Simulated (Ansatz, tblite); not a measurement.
# GaMe2(hfac) (C₇H₇F₆GaO₂): removing an electron, part 2 of 2

What does removing an electron cost or gain for GaMe2(hfac) (C₇H₇F₆GaO₂)? Each charged state is run at several levels.

Ansatz 0.2.0, Gaussian basis; as each input shows.

### 7 Charge +1 doublet, PBE0-D4/def2-TZVP

in.yaml reads:

```yaml
crystal:
  periodic: [false, false, false]
  atoms:
    - {symbol: Ga, position_ang: [1.174372, -0.045171, 0.927476]}
    - {symbol: C, position_ang: [0.955995, -0.030517, 2.945599]}
    - {symbol: H, position_ang: [-0.140618, 0.035427, 3.082404]}
    - {symbol: H, position_ang: [1.500910, 0.860364, 3.306901]}
    - {symbol: H, position_ang: [1.390076, -0.980922, 3.305735]}
    - {symbol: C, position_ang: [3.100598, -0.111135, 0.303408]}
    - {symbol: H, position_ang: [3.011538, -0.240969, -0.792599]}
    - {symbol: H, position_ang: [3.570057, -0.972651, 0.811284]}
    - {symbol: H, position_ang: [3.543023, 0.858261, 0.598109]}
    - {symbol: O, position_ang: [0.183197, 1.385042, 0.086564]}
    - {symbol: C, position_ang: [-0.823545, 1.264263, -0.698144]}
    - {symbol: C, position_ang: [-1.395562, 2.615147, -1.193647]}
    - {symbol: F, position_ang: [-0.433768, 3.274739, -1.850942]}
    - {symbol: F, position_ang: [-1.785179, 3.331575, -0.131624]}
    - {symbol: F, position_ang: [-2.441354, 2.420774, -2.009067]}
    - {symbol: C, position_ang: [-1.408092, 0.048766, -1.112536]}
    - {symbol: C, position_ang: [-0.919273, -1.205884, -0.690493]}
    - {symbol: C, position_ang: [-1.584240, -2.511224, -1.192233]}
    - {symbol: F, position_ang: [-1.937633, -3.253479, -0.137111]}
    - {symbol: F, position_ang: [-0.693816, -3.182633, -1.935311]}
    - {symbol: F, position_ang: [-2.668254, -2.240503, -1.932570]}
    - {symbol: O, position_ang: [0.073896, -1.399463, 0.096815]}
    - {symbol: H, position_ang: [-2.272318, 0.080185, -1.788018]}
basis:
  gaussian: {orbitals: def2-TZVP, fitting: {mean_field: def2-universal-jkfit}, initial_orbitals: start.molden}
total_charge: 1
magnetization: {spin_polarized: true, initial_magnetization: 1}
hamiltonian: {xc: pbe0, dispersion: d4}
scf: {omitted_lower_state_checks: [starts]}
output: {orbitals: {seedname: orbitals}}
```

Run with:

```
$ ansatz run in.yaml --threads 2 --pin off --events-out ev --progress --plain --max-ram 32768MiB --backend cuda --devices 0, --max-vram 18GiB
```

Standard output, cut to the lines that bear on the results:

```text
Functional definition: PBE0
  name "PBE0"
  cite "Adamo & Barone, J. Chem. Phys. 110, 6158 (1999) doi:10.1063/1.478522"
  cite "Perdew, Burke & Ernzerhof, Phys. Rev. Lett. 77, 3865 (1996) doi:10.1103/PhysRevLett.77.3865"
  parent pbe
[...]
1533 factors; integrals over basis functions are off by at most 1.6e0 eV
[...]
mean field -80115.89321179 eV, -2944.2047710306 hartree, gradient 1.8e-5 eV, S^2 0.763332; 0 other end points of the search recorded, 0 dependent functions left out
reference -80115.89325008 eV, -2944.2047724375 hartree; 75, 74 occupied and 480, 481 virtual orbitals, 1533 factors
Total energy: -80116.46952430 eV, -2944.2259501246 hartree
Checks for a lower state left out: starts
```

Run time: 6 s. Hardware: 1 × H100 (card shared with other runs) with 2 threads of AMD EPYC 7R13, shared host; peak host memory 1 GiB.

From the report: HOMO -12.56 eV, LUMO -10.23 eV (over both spins); ⟨S²⟩ 0.763 (pure: 0.75).

### 8 Charge +1 doublet, PBE-D4/def2-TZVP

in.yaml, as its differences from that of step 7:

```diff
@@ -30,3 +30,3 @@
 magnetization: {spin_polarized: true, initial_magnetization: 1}
-hamiltonian: {xc: pbe0, dispersion: d4}
+hamiltonian: {xc: pbe, dispersion: d4}
 scf: {omitted_lower_state_checks: [starts]}
```

Same command.

Standard output:

```text
Functional definition: PBE
  name "PBE"
  cite "Perdew, Burke & Ernzerhof, Phys. Rev. Lett. 77, 3865 (1996) doi:10.1103/PhysRevLett.77.3865"
  parent pbe
  parameter kappa = 0.804
  parameter beta = 0.06672455060314922
  exchange = pbe_x(kappa = kappa, mu = beta*pi^2/3)
  correlation = pbe_c(beta = beta)
these checks for a lower state are left out or cut short: starts
1533 factors; integrals over basis functions are off by at most 1.6e0 eV
mean field evaluation 1: about -80114.4715 eV, gradient 1.4e1 eV
mean field evaluation 2: about -80114.9333 eV, gradient 5.2e-1 eV
mean field evaluation 4: about -80114.9345 eV, gradient 1.5e-1 eV
mean field evaluation 8: about -80114.9346 eV, gradient 2.2e-5 eV
mean field -80114.93462347 eV, -2944.1695435596 hartree, gradient 2.2e-5 eV, S^2 0.754480; 0 other end points of the search recorded, 0 dependent functions left out
reference -80114.93467424 eV, -2944.1695454252 hartree; 75, 74 occupied and 480, 481 virtual orbitals, 1533 factors
Total energy: -80115.60306318 eV, -2944.1941082657 hartree
Checks for a lower state left out: starts
```

Wall time 6.5 s (1 × H100 (card shared with other runs) with 2 threads of AMD EPYC 7R13, shared host); peak host memory 1 GiB.

Report: HOMO -11.42 eV, LUMO -10.76 eV (over both spins); ⟨S²⟩ 0.754 (pure: 0.75).

### 9 Fields of the charge +1 doublet

Orbitals, density, ELF and potential are computed afterwards from the orbital file.

Frontier orbitals at PBE0-D4/def2-TZVP (alpha spin), with the share of their density that lies nearest to each atom:

| orbital | energy (eV) | lies on |
| --- | --- | --- |
| HOMO | -12.59 | C16 33 %; O10, O22 about 14 % each; 4 C atoms about 6 % each |
| LUMO | -7.46 | C11, C17 about 30 % each; O10, O22 about 12 % each |

ELF in a plane through or near 11 of the atoms.

Values, 10 rows by 14 columns:
```
0.00 0.00 0.00 0.00 0.00 0.00 0.00 0.00 0.00 0.00 0.00 0.00 0.00 0.00
0.00 0.00 0.00 0.00 0.00 0.01 0.00 0.00 0.00 0.00 0.00 0.00 0.00 0.00
0.00 0.00 0.20 0.41 0.11 0.20 0.03 0.00 0.00 0.00 0.00 0.00 0.00 0.00
0.00 0.01 0.46 0.64 0.58 0.92 0.22 0.89 0.53 0.01 0.00 0.00 0.00 0.00
0.00 0.00 0.01 0.05 0.20 0.68 0.53 0.75 0.25 0.16 0.09 0.00 0.00 0.00
0.00 0.00 0.04 0.94 0.85 0.63 0.22 0.40 0.46 0.40 0.23 0.01 0.00 0.00
0.00 0.00 0.26 0.73 0.13 0.70 0.64 0.28 0.54 0.04 0.02 0.00 0.00 0.00
0.00 0.01 0.47 0.85 0.47 0.32 0.03 0.16 0.17 0.00 0.00 0.00 0.00 0.00
0.00 0.00 0.02 0.02 0.02 0.06 0.02 0.00 0.00 0.00 0.00 0.00 0.00 0.00
0.00 0.00 0.00 0.00 0.00 0.00 0.00 0.00 0.00 0.00 0.00 0.00 0.00 0.00
```
The map spans 11.8 Å across and 11.8 Å up, centred on the molecule. Atoms in the plane (x, y in Å): Ga1 (1.5, 0.0), O10 (0.2, 1.4), C11 (-1.1, 1.2), C12 (-1.9, 2.6), F15 (-3.2, 2.3), C16 (-1.8, 0.0), C17 (-1.1, -1.2), C18 (-1.9, -2.6), F21 (-3.2, -2.3), O22 (0.2, -1.4), H23 (-2.9, 0.0).

The spin density lies nearest to C2, C6 about 24 % each; Ga1 10 %; C16 7 %.

### 10 Adiabatic ionisation energy

Charged state less starting state, singlet to doublet; the starting state's energies are those of its earlier runs.

| level | adiabatic ionisation energy (eV) | time |
| --- | --- | --- |
| PBE-D4/def2-TZVP | +8.72 | 11 s |
| PBE0-D4/def2-TZVP | +8.95 | 16 s |

Times add the two runs; a level without a time comes out of a correlated run.

### 11 Outcome

This closing draws on all 2 parts.

| quantity | value |
| --- | --- |
| vertical ionisation energy, functionals in def2-TZVP | 8.96 (PBE-D4) to 9.32 eV (PBE0-D4) |
| adiabatic ionisation energy, functionals in def2-TZVP | 8.72 (PBE-D4) to 8.95 eV (PBE0-D4) |
| relaxation of the cation side, PBE-D4/def2-TZVP | 0.24 eV |

In words: The vertical ionisation energy spans 8.96 to 9.32 eV over the functionals. −ε(HOMO) misses the level's own difference by -1.62 eV at best (PBE0-D4) and -2.43 eV at worst (PBE-D4). The adiabatic ionisation energy spans 8.72 to 8.95 eV over the functionals. Relaxing the oxidised state gains 0.24 eV at PBE-D4/def2-TZVP.
